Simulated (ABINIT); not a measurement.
The system is Li2P.

```
Li P
1.0
    -1.62420    1.62420    4.09461
     1.62420   -1.62420    4.09461
     1.62420    1.62420   -4.09461
Li P
2 1
Direct
  0.67175 0.67175 0.00000
  0.32825 0.32825 0.00000
  0.00000 0.00000 0.00000
```

The cell was built by a generator and needn't be a form met in nature.

- Program: ABINIT 10.8.3 (patched build)
- Task: relaxation of cell and atoms
- Functional: PBE
- Potentials or basis: JTH PAW PBE v2.0
- Cutoff: 544 eV
- k mesh: 11 × 11 × 11
- Occupations: fermi-dirac, width 0.05 eV
- Spin: no spin polarisation

At the start: pressure -1.5 GPa; volume 14.40 Å³/atom.

How do energy, volume and symmetry change on relaxing?

Over 13 steps the energy falls by 56.4 meV/atom and the volume is 14.03 Å³/atom (-2.6 %); space group I4/mmm (No. 139, to 0.05 Å).

Step by step:
```tsv
step	energy change (eV)	largest force (eV/Å)	pressure (GPa)	volume (Å³)
1	0.0000	0.6388	-1.55	43.21
2	-0.0386	0.5805	-1.34	43.00
3	-0.1594	0.1787	0.75	41.46
4	-0.1612	0.1936	0.48	41.64
5	-0.1630	0.1828	0.24	41.83
6	-0.1666	0.1201	-0.25	42.28
7	-0.1682	0.0557	-0.43	42.48
8	-0.1686	0.0208	-0.38	42.46
9	-0.1688	0.0078	-0.27	42.36
10	-0.1690	0.0002	-0.12	42.23
11	-0.1691	0.0023	-0.01	42.12
12	-0.1692	0.0011	0.02	42.08
13	-0.1692	0.0001	0.01	42.10
```

Final structure:
```
CELL_PARAMETERS angstrom
-1.65943 1.65943 3.82191
1.65943 -1.65943 3.82191
1.65943 1.65943 -3.82191
ATOMIC_POSITIONS crystal
Li 0.66069 0.66069 0.00000
Li 0.33931 0.33931 0.00000
P 0.00000 0.00000 0.00000
```
